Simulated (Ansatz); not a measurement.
# SnH+ (singlet): the correlation ladder at distance Sn1–H2 = 1.760 Å, def2-TZVPP

How much of the correlation energy of SnH+ (singlet) does each wave-function method recover here?

Computed with Ansatz 0.2.0, Gaussian basis. Level: def2-TZVPP, core rule «outside noble gas», up to 9 orbitals frozen.

The runs, in order: UHF; CCSD(T) on RHF; BCCD(T) on RHF; CISD; CCSDT(Q) on RHF; CASSCF and MRCISD+Q, 2 electrons in 2 orbitals; CASSCF and NEVPT2, 2 electrons in 2 orbitals; CASSCF and MRCISD+Q, 4 electrons in 5 orbitals; CASSCF and NEVPT4(SD), 4 electrons in 5 orbitals; CASSCF and NEVPT2, 4 electrons in 5 orbitals; Full CI.

17 further runs of the same task are left out: 15 that didn't finish, 2 set aside as unsound or not needed.

## Step 1: The geometry

The geometry derives from a PBE0/def2-TZVP stationary point (not a proven minimum). One bond is set to the value named and the two fragments are kept rigid. No spin-orbit coupling is included. Elements past krypton take def2 core potentials.

2 atoms, charge 1, spin multiplicity 1.

Atoms are counted from 1 here; the program's logs count them from 0.

Bond lengths: Sn1–H2 1.760 Å.

## Step 2: UHF

Contents of in.yaml:

```yaml
crystal:
  periodic: [false, false, false]
  atoms:
    - {symbol: Sn, position_ang: [0.000000, 0.000000, 0.000000]}
    - {symbol: H, position_ang: [0.000000, 0.000000, 1.760200]}
basis:
  gaussian: {orbitals: def2-TZVPP}
total_charge: 1
magnetization: {spin_polarized: true, initial_magnetization: 0}
hamiltonian: {xc: hf}
output: {orbitals: {seedname: orbitals}}
```

On the command line:

```sh
ansatz run in.yaml --threads 1 --pin off --events-out ev --progress --plain --max-ram 2393MiB
```

After this run come: CCSD(T) on RHF; BCCD(T) on RHF; CISD; CCSDT(Q) on RHF; CASSCF and MRCISD+Q, 2 electrons in 2 orbitals; CASSCF and NEVPT2, 2 electrons in 2 orbitals; CASSCF and MRCISD+Q, 4 electrons in 5 orbitals; CASSCF and NEVPT4(SD), 4 electrons in 5 orbitals; CASSCF and NEVPT2, 4 electrons in 5 orbitals; Full CI.

Q: Predict the results of all the runs planned. Wanted: FCI below the RHF energy; RMP2 from FCI; RCCSD from FCI; RCCSD(T) from FCI; RCCSDT(Q) from FCI; NEVPT2 pair from FCI; MRCISD+Q pair from FCI; NEVPT2 valence from FCI; T1 diagnostic.

As calculated:

```
                         quantity                                                                                         value
         FCI below the RHF energy                                                                                    -2.1230 eV
                    RMP2 from FCI                                                                                    +526.5 meV
                   RCCSD from FCI                                                                                     +39.6 meV
                RCCSD(T) from FCI                                                                                      +8.6 meV
               RCCSDT(Q) from FCI                                                                                      +0.3 meV
             NEVPT2 pair from FCI                                                                                    +474.3 meV
           MRCISD+Q pair from FCI                                                                                     -41.5 meV
          NEVPT2 valence from FCI                                                                                    +287.6 meV
levels within 1 kcal/mol (43 meV)  RCCSD, RCCSD(T), BCCD(T), RCCSDT, RCCSDT(Q), MRCISD+Q pair, MRCISD valence, MRCISD+Q valence
                    T1 diagnostic                                                                                         0.010
   effectively unpaired electrons                                                                                          0.06
```

In words: RCCSD(T) lands +8.6 meV from the yardstick (0.4 % of the correlation energy). MRCISD+Q pair falls below full CI: the +Q correction isn't variational, and the cores differ from full CI's. One determinant dominates. Of the multireference levels listed MRCISD+Q valence comes nearest in total energy (+2.1 meV), which doesn't show that its space is the better one. These misses are within one basis, not against nature.
